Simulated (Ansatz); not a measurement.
Task: a single point in a Gaussian basis of CH6GeN (charge -1), SMILES C[NH][GeH2-], with Ansatz 0.2.0, Python API. Give the script and its output. Level of theory: r2scan0, def2-SVPD basis, multiplicity 1.

```xyz
9

C    -1.1786    0.2489    0.1226
N    -0.1219   -0.5290   -0.5157
Ge    1.5199   -0.0538    0.2453
H    -2.1595   -0.0406   -0.3096
H    -1.0251    1.3330   -0.0670
H    -1.2055    0.0577    1.2183
H    -0.2825   -1.5357   -0.2828
H     2.6447   -0.9229   -0.3724
H     1.8084    1.4425   -0.0388
```

`energy.py`
```python
# -*- coding: utf-8 -*-
"""Single point of CH6GeN(-)."""

import argparse

import ansatz as az

parser = argparse.ArgumentParser(description="Single point of CH6GeN(-).")
parser.add_argument("--basis", required=True, help="basis")
parser.add_argument("--functional", required=True, help="exchange-correlation functional")
parser.add_argument("--net-charge", type=int, default=-1, help="electrons removed")
args = parser.parse_args()

geometry_ang = [
    ("C", (-1.1786, 0.2489, 0.1226)),
    ("N", (-0.1219, -0.529, -0.5157)),
    ("Ge", (1.5199, -0.0538, 0.2453)),
    ("H", (-2.1595, -0.0406, -0.3096)),
    ("H", (-1.0251, 1.333, -0.067)),
    ("H", (-1.2055, 0.0577, 1.2183)),
    ("H", (-0.2825, -1.5357, -0.2828)),
    ("H", (2.6447, -0.9229, -0.3724)),
    ("H", (1.8084, 1.4425, -0.0388)),
]
molecule = az.Crystal.molecule()
for symbol, xyz in geometry_ang:
    molecule = molecule.atom(symbol, xyz)

base = molecule.calculation().basis(gaussian=args.basis).functional(args.functional).charge(args.net_charge)
result = base.run(threads=1, pin="off")
report = result.report

print(f"E = {report['free_energy_ev']:.6f} eV = {report['free_energy_ev'] / 27.211386246:.7f} Ha")
print("converged:", report["converged"], " doubts:", report["published_state_doubts"] or "none")
```

```console
$ python energy.py --basis def2-SVPD --functional r2scan0
E = -59130.799600 eV = -2173.0168050 Ha
converged: True  doubts: none
```

What to keep in mind:
- Total energies depend on the basis set; only differences at equal settings carry meaning.
- The geometry is a force-field or estimated start, not a minimum of this method, and the basis set is short of its limit.
- Anions want diffuse functions, which this basis lacks.
- Finished in 6.2 s on 1 thread of Arm Neoverse V2, with other jobs on the host, peak memory 0.3 GiB.

(A comment or docstring line of the script was reworded after the run, the code is as it ran; lines on the test bed's own set-up are left out of the output.)
